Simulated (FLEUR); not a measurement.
# TaWC2 (R-3m) in FLEUR: further runs, part 2 of 2

FLEUR MaX-R8.1 (later development tree). The steps go on from the part before.

## 3. Equation of state, r2SCAN, 10.26 Å³/atom (volume scaled by 0.94)

Changes to inp.xml since step 2:

```diff
@@ -6,3 +6,3 @@
    <calculationSetup>
-      <cutoffs Kmax="4.86" Gmax="15.1" GmaxXC="15.1" numbands="0"/>
+      <cutoffs Kmax="5.03" Gmax="15.6" GmaxXC="15.6" numbands="0"/>
       <scfLoop itmax="80" minDistance="0.0001" maxIterBroyd="30" imix="Anderson" alpha="0.05" precondParam="0.0" spinf="2.0" sdNocoIR="T"/>
@@ -27,3 +27,3 @@
       <xi:include xmlns:xi="http://www.w3.org/2001/XInclude" href="sym.xml"> </xi:include>
-      <bulkLattice scale="1.0">
+      <bulkLattice scale="0.9795861087">
          <bravaisMatrix>
@@ -37,3 +37,3 @@
       <species name="Tungsten (W)" element="W" atomicNumber="74">
-         <mtSphere radius="2.39" gridPoints="791" logIncrement="0.017"/>
+         <mtSphere radius="2.32" gridPoints="791" logIncrement="0.017"/>
          <atomicCutoffs lmax="10" lnonsphr="10"/>
@@ -52,3 +52,3 @@
       <species name="Tantalum (Ta)" element="Ta" atomicNumber="73">
-         <mtSphere radius="2.42" gridPoints="801" logIncrement="0.017"/>
+         <mtSphere radius="2.34" gridPoints="801" logIncrement="0.017"/>
          <atomicCutoffs lmax="10" lnonsphr="10"/>
@@ -67,3 +67,3 @@
       <species name="Carbon (C)" element="C" atomicNumber="6">
-         <mtSphere radius="1.48" gridPoints="489" logIncrement="0.021"/>
+         <mtSphere radius="1.43" gridPoints="489" logIncrement="0.021"/>
          <atomicCutoffs lmax="8" lnonsphr="8"/>
```

Potentials or basis: all-electron, FLAPW.

Launch:

```console
$ inpgen -f crystal.txt -profile fastHighL
$ # inp.xml edited to the form shown
$ fleur_MPI
```

Run time: 13 min. Hardware: 1 thread of Arm Neoverse V1, shared host; peak memory 0.17 GiB.

It converged, with:

- Free energy: -867116.3667 eV
- Band gap on the k mesh: none (metal or under the smearing width)
- Valence electrons inside the program's atomic spheres: W 25.48; Ta 24.50; C 2.29 (radii W 2.32, Ta 2.34, C 1.43 bohr)

Caveat: the meta-GGA is that of a development version, with a GGA for the radial functions and cores and without core tails.

## 4. Equation of state, r2SCAN, 10.48 Å³/atom (volume scaled by 0.96)

Changes to inp.xml since step 3:

```diff
@@ -27,3 +27,3 @@
       <xi:include xmlns:xi="http://www.w3.org/2001/XInclude" href="sym.xml"> </xi:include>
-      <bulkLattice scale="0.9795861087">
+      <bulkLattice scale="0.9864848297">
          <bravaisMatrix>
```

Launch:

```console
$ inpgen -f crystal.txt -profile fastHighL
$ # inp.xml edited to the form shown
$ fleur_MPI
```

Run time: 14 min. Hardware: 1 thread of Arm Neoverse V1, shared host; peak memory 0.18 GiB.

The run converged. Its results:

* Free energy: -867116.4386 eV
* Band gap on the k mesh: none (metal or under the smearing width)
* Valence electrons inside the program's atomic spheres: W 25.44; Ta 24.45; C 2.27 (radii W 2.32, Ta 2.34, C 1.43 bohr)

Caveat: the meta-GGA is that of a development version, with a GGA for the radial functions and cores and without core tails.

## 5. Equation of state, r2SCAN, 10.92 Å³/atom

Changes to inp.xml since step 4:

```diff
@@ -27,3 +27,3 @@
       <xi:include xmlns:xi="http://www.w3.org/2001/XInclude" href="sym.xml"> </xi:include>
-      <bulkLattice scale="0.9864848297">
+      <bulkLattice scale="1.0000000000">
          <bravaisMatrix>
```

Launch:

```console
$ inpgen -f crystal.txt -profile fastHighL
$ # inp.xml edited to the form shown
$ fleur_MPI
```

Wall time 15 min (1 thread of Arm Neoverse V1, shared host); peak memory 0.19 GiB.

Results (log left out):

| Item | Value |
| --- | --- |
| Free energy | -867116.4521 eV |
| Band gap on the k mesh | none (metal or under the smearing width) |
| Valence electrons inside the program's atomic spheres | W 25.36; Ta 24.37; C 2.23 (radii W 2.32, Ta 2.34, C 1.43 bohr) |

Caveat: the meta-GGA is that of a development version, with a GGA for the radial functions and cores and without core tails.

## 6. Equation of state, r2SCAN, 11.35 Å³/atom (volume scaled by 1.04)

Changes to inp.xml since step 5:

```diff
@@ -27,3 +27,3 @@
       <xi:include xmlns:xi="http://www.w3.org/2001/XInclude" href="sym.xml"> </xi:include>
-      <bulkLattice scale="1.0000000000">
+      <bulkLattice scale="1.0131594038">
          <bravaisMatrix>
```

Potentials or basis: all-electron, FLAPW.

Launch:

```console
$ inpgen -f crystal.txt -profile fastHighL
$ # inp.xml edited to the form shown
$ fleur_MPI
```

Run time: 15 min. Hardware: 1 thread of Arm Neoverse V1, shared host; peak memory 0.19 GiB.

Results (log left out):

```
Free energy                                           : -867116.3197 eV
Band gap on the k mesh                                : none (metal or under the smearing width)
Valence electrons inside the program's atomic spheres : W 25.29; Ta 24.30; C 2.20 (radii W 2.32, Ta 2.34, C 1.43 bohr)
```

Caveat: the meta-GGA is that of a development version, with a GGA for the radial functions and cores and without core tails.

## 7. Equation of state, r2SCAN, 11.57 Å³/atom (volume scaled by 1.06)

Changes to inp.xml since step 6:

```diff
@@ -27,3 +27,3 @@
       <xi:include xmlns:xi="http://www.w3.org/2001/XInclude" href="sym.xml"> </xi:include>
-      <bulkLattice scale="1.0131594038">
+      <bulkLattice scale="1.0196128224">
          <bravaisMatrix>
```

Launch:

```console
$ inpgen -f crystal.txt -profile fastHighL
$ # inp.xml edited to the form shown
$ fleur_MPI
```

It took 16 min on 1 thread of Arm Neoverse V1, shared host; peak memory 0.19 GiB.

It converged, with:

| Property | Result |
| --- | --- |
| Free energy | -867116.2078 eV |
| Band gap on the k mesh | none (metal or under the smearing width) |
| Valence electrons inside the program's atomic spheres | W 25.26; Ta 24.26; C 2.18 (radii W 2.32, Ta 2.34, C 1.43 bohr) |

Caveat: the meta-GGA is that of a development version, with a GGA for the radial functions and cores and without core tails.

## 8. Equation of state, r2SCAN

Potentials or basis: all-electron, FLAPW.

No new run: the results of the series are fitted here.

Results:

```yaml
Equilibrium_volume: 10.73 Å³/atom
Bulk_modulus_at_fixed_shape_and_positions: 358 GPa
```

Energy against volume, from the lowest point:
| volume (Å³/atom) | energy (meV/atom) |
| --- | --- |
| 10.261 | 21.35 |
| 10.479 | 3.39 |
| 10.916 | 0.00 |
| 11.353 | 33.12 |
| 11.571 | 61.08 |

Caveat: the meta-GGA is that of a development version, with a GGA for the radial functions and cores and without core tails; the cell was scaled at fixed shape and fractional positions, which overstates the stiffness of a crystal with free parameters, most of all of layers and chains. The run has no spin-orbit coupling, so splittings on Ta, W are missing.
